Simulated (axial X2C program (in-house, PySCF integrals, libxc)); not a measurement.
**A two-component session on SnCu: EOM-EA-CCSD levels**

Wanted for SnCu: EOM-EA-CCSD levels, at the two-component level.

Method: two-component X2C with atomic mean-field terms, Sn dyall-acv3z, Cu dyall-acv3z; program: an in-house X2C program for linear molecules on PySCF integrals.

All values are calculated.

## Step 1: The job

Input file task.json:

```json
{
 "zs": [
  50,
  29
 ],
 "q": 0,
 "bas": [
  "dyall-acv3z",
  "dyall-acv3z"
 ],
 "r0": 2.52,
 "eom": "ea",
 "thr": -1.0,
 "nmax": 92,
 "grid": [
  1,
  0.96,
  1.045,
  0.92,
  1.09,
  1.15
 ]
}
```

Keys: zs atomic numbers; q charge; bas basis sets; r0 starting distance in Å; eom kind of EOM run; thr threshold in hartree for freezing inner shells (an s shell follows its p shell); nmax most natural virtual spinors; grid distances as factors.

Run with:

```bash
$ python soeom.py task.json out
```

Further steps of the session: EOM-EA-CCSD at 2.464 Å.

**Question.** What will these runs give? Wanted: next root led by one particle; T1 of the reference.

**Answer**, as computed:

| quantity | value |
| --- | --- |
| lowest root at 2.464 Å | Ω = 1/2, 6.311 eV |
| next root led by one particle | Ω = 3/2, about 1780 cm⁻¹ higher |
| T1 of the reference | 0.049 |

In words: The added electron is bound by 6.31 eV in a spinor of 72% Sn pπ, 12% Cu pπ, 7% Cu dπ. Errors of 0.1 to 0.3 eV are usual at this size, and roots led by higher excitations are left out, so the list is incomplete, and low states of that kind can be missing. T1 or the largest double amplitude of the reference is raised, which lowers the reliability.
